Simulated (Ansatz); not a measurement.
I need the energy of protonation at one site of AgHO, SMILES [OH][Ag]. Use Ansatz 0.2.0 through its Python package. Use (for the species named): Hartree-Fock, def2-SVP basis, multiplicity 1.

`agho.xyz`
```text
3

O    -0.22280   -0.07470   -0.13850
Ag    1.37350   -0.17670    0.73530
H    -1.16170    0.18660   -0.61010
```

Script `pa.py`:
```python
# -*- coding: utf-8 -*-
import ansatz as az
import numpy as np

agho = az.Crystal.molecule_from_extxyz("agho.xyz")

setup = (
    agho.calculation()
    .basis(gaussian="def2-SVP")
    .functional("hf")
)
symbols = [site.symbol for site in agho.cartesian_sites]
start = np.array([site.position_ang for site in agho.cartesian_sites], dtype=float)
data = setup.relax(force_tolerance=0.01).run(threads=1).report
end = np.array(data["positions_ang"])

away = sum((end[0] - end[j]) / np.linalg.norm(end[0] - end[j]) for j in [1, 2]) + np.array([0.15, 0.1, -0.2])
proton = end[0] + 1.0 * away / np.linalg.norm(away)
acid = az.Crystal.molecule()
for symbol, place in zip(symbols, end):
    acid = acid.atom(symbol, place.tolist())
acid = acid.atom("H", proton.tolist())
protonated = (
    acid.calculation()
    .basis(gaussian="def2-SVP")
    .functional("hf")
    .charge(1)
    .relax(force_tolerance=0.01, max_steps=80)
)
after = protonated.run(threads=1).report
xyz = np.array(after["positions_ang"])
reach = np.linalg.norm(xyz[:-1] - xyz[-1], axis=1)
print(f"base {data['free_energy_ev']:.5f} eV, protonated {after['free_energy_ev']:.5f} eV")
print(f"the proton ends {reach.min():.3f} A from {symbols[reach.argmin()]}{reach.argmin()}")
print(f"electronic proton affinity {(data['free_energy_ev'] - after['free_energy_ev']):.3f} eV")
```

```console
$ python pa.py
base -6025.40566 eV, protonated -6037.03232 eV
the proton ends 0.950 A from O0
electronic proton affinity 11.627 eV
```

Notes:
- Total energies depend on the basis set; only differences at equal settings carry meaning.
- The proton is put on one chosen atom, which needn't be the most basic site, so the molecule's proton affinity can be higher; the ends are stationary points, not checked by frequencies, and zero-point and thermal terms count only where printed.
- def2 sets replace the cores of elements past krypton by effective core potentials.
- Hartree-Fock leaves correlation out, so bond, atomisation and ionisation energies come out well too low.
- It ran for 10 s on 1 thread of INTEL(R) XEON(R) PLATINUM 8581C CPU @ 2.10GHz (Emerald Rapids), with other jobs on the host, peak memory 0.18 GiB.
